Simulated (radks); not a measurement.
# N in [He] 2s2 2p3: an all-electron calculation

One table from this session's results is given with a row withheld; the runs are named, their logs left out.

The numbers are computed with radks (a radial shooting solver on a logarithmic mesh, Libxc functionals) version 1 (non-relativistic Kohn-Sham, BLYP, spin-polarised, spherical densities, point nucleus; open shells are filled with parallel spins first), except any that are marked as measured or tabulated.

## What is computed

```
element       : nitrogen (Z = 7)
charge        : 0
electrons     : 7
configuration : [He] 2s2 2p3
```

Outer shells as boxes (Hund's rule):

N
```
[He] core
2s [↑↓]
2p [↑ ][↑ ][↑ ]
```

The first run:

Input:

```text
Z 7
configuration [He] 2s2 2p3
relativity non-relativistic
functional b88,lyp
spin polarised
nucleus point
```

Command:

```console
> python run_ks.py task.json out
```

This one command runs every case of the session in turn.

One table of the session follows, with a row left open; its other results are not shown here.

It belongs to the step «Shells». Sizes of the orbitals, from the radial functions (bohr):

```
  level     <r>  outermost maximum (interpolated)  90 % within
  1s up  0.2303                             0.148        0.413
1s down  0.2296                             0.148        0.412
  2s up       ?                                 ?            ?
2s down   1.372                              1.03         2.23
  2p up   1.433                             0.952         2.49
2p down   1.679                              1.01         3.04
```

Estimate the missing values for 2s up.

The run gave: <r>: 1.305; outermost maximum (interpolated): 1.01; 90 % within: 2.09. In the column «<r>» it lies between 1s up (0.2303) and 2s down (1.372).

Limits of these values: Open shells are spherical and high-spin; term and fine-structure splittings are not resolved.
